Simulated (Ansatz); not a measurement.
Predict the output of the script below (the Ansatz DFT code, driven from Python).

The script, `vacuum_limg.py`:
```python
import ansatz as az
from ase import Atoms
from ase.build import surface
import numpy as np
import pandas as pd

atoms = Atoms(
    ['Li', 'Mg'],
    scaled_positions=[
        (0.0, 0.0, 0.0),
        (0.5, 0.5, 0.5),
    ],
    cell=[
        (3.415326, 0.0, 0.0),
        (0.0, 3.415326, 0.0),
        (0.0, 0.0, 3.415326),
    ],
    pbc=True,
)
rows = []
for value in [3.0, 4.0, 5.0, 6.5, 8.0]:
    slab = surface(atoms, (1, 0, 1), 2, vacuum=value)
    slab.pbc = True
    job = (
        az.Crystal.from_ase(slab).calculation()
        .occupations('fermi_dirac', width=0.1)
        .functional('LDA')
        .kpoints(4, 5, 1)
        .electric_field(axis=3, dipole_correction=True)
    )
    report = job.run().report
    face = report['work_function']
    rows.append((value, len(slab), report['free_energy_ev'], face['dipole_moment_e_ang'], face.get('phi_plus_ev'), face.get('phi_minus_ev')))

print(pd.DataFrame(rows, columns=['vacuum each side (A)', 'atoms', 'F (eV)', 'dipole (e A)', 'phi upper (eV)', 'phi lower (eV)']).round(4).to_string(index=False))
```

```console
$ python vacuum_limg.py
DeckWarning: basis.ecutwfc = 420 eV, auto-derived from the records' recommended cutoffs: set by Li (normal level)
RunWarning: efield: at this solve's end the planar-averaged density reaches 1.89e-2 e/Å³ inside the ramp window [0.8312, 0.1688] (bound 1e-5 e/Å³); the window's nearer edge stands 1.58 Å from this solve's nearest atom along the axis. Its work functions, free energy, forces, stress, dipole, levels and responses can be off, and this figure does not tell by how much. The cell may have no vacuum along `efield.axis`. A short vacuum, a low `basis.ecutwfc` or `basis.ecutrho_ratio` and negative [...]
 vacuum each side (A)  atoms     F (eV)  dipole (e A)  phi upper (eV)  phi lower (eV)
                  3.0      4 -4205.2123          -0.0          3.3396          3.3396
                  4.0      4 -4205.3148           0.0          3.6707          3.6893
                  5.0      4 -4205.3273           0.0          3.7271          3.7301
                  6.5      4 -4205.3282          -0.0          3.7352          3.7354
                  8.0      4 -4205.3282          -0.0          3.7352          3.7351
```
(Warnings from the package without file and line, shortened, repeats left out.)

Notes:
- Absolute energies stand on the zero of these potentials, so only differences at equal settings mean something. A total without «per atom» is that of the whole cell that was run.
- The density doesn't vanish in the vacuum (a short gap or a low cutoff), which blurs the vacuum level.
- The mesh is modest for a metal, so energies can be off by several to tens of meV an atom and pressures by half a GPa or more; differences at equal mesh fare better.
- This cell is a computed structure, which may not be the phase found in nature.
- The slabs are thin, unrelaxed cuts of the structure as given, on a modest mesh, so the surface energy isn't converged; Miller indices refer to the cell as typed, and unlike faces give only a mean.
- Timing: 12 s on 1 thread of Arm Neoverse V2 (shared host), peak memory 0.49 GiB.
